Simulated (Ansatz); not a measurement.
# GaH₂Cl: how energies converge with the basis set

The task here is to estimate one member of a computed series from the others.

The runs use Ansatz 0.2.0, Gaussian basis; one geometry, several basis sets.

Plan: PBE0-D4/def2-SVP; ωB97M-V/def2-SVP; PBE0-D4/def2-QZVPP; ωB97M-V/def2-QZVPP; the functionals' def2-TZVPP values are taken from earlier runs.

### Structure used throughout

An earlier PBE0-D4 in a triple-zeta def2 set relaxation fixed the geometry.

SMILES `[Cl][GaH2]`, 4 atoms, charge 0, spin multiplicity 1.

Atoms are counted from 1 here; the program's logs count them from 0.

Bond lengths: Cl1–Ga2 2.149 Å, Ga2–H3 1.556 Å, Ga2–H4 1.556 Å. Angles: Cl1–Ga2–H3 115.2°, Cl1–Ga2–H4 115.2°, H3–Ga2–H4 129.7°.

The first run:

Input file in.yaml:

```yaml
crystal:
  periodic: [false, false, false]
  atoms:
    - {symbol: Cl, position_ang: [-1.697173, 0.503886, -0.764031]}
    - {symbol: Ga, position_ang: [0.195646, -0.070173, 0.075551]}
    - {symbol: H, position_ang: [0.586691, -1.561866, -0.132407]}
    - {symbol: H, position_ang: [0.970434, 1.067953, 0.800585]}
basis:
  gaussian: {orbitals: def2-SVP}
hamiltonian: {xc: pbe0, dispersion: d4}
output: {orbitals: {seedname: orbitals}}
```

Command:

```bash
$ ansatz run in.yaml --threads 4 --pin off --events-out ev --progress --plain --max-ram 10444MiB
```

Among the steps run: PBE0-D4 in def2-SVP; ωB97M-V in def2-SVP; PBE0-D4 in def2-QZVPP; ωB97M-V in def2-QZVPP.

One table of the session follows, with a row left open; its other results are not shown here.

```
functional       basis  HOMO (eV)  LUMO (eV)
   PBE0-D4    def2-SVP      -8.33      -1.73
   PBE0-D4  def2-TZVPP      -8.45      -1.83
   PBE0-D4  def2-QZVPP      -8.47      -1.87
   ωB97M-V    def2-SVP     -10.48       0.04
   ωB97M-V  def2-TZVPP     -10.66      -0.10
   ωB97M-V  def2-QZVPP          ?          ?
```

Estimate the missing values for ωB97M-V, def2-QZVPP.

As computed: HOMO (eV): -10.69; LUMO (eV): -0.25. In the column «HOMO (eV)» it is the lowest.
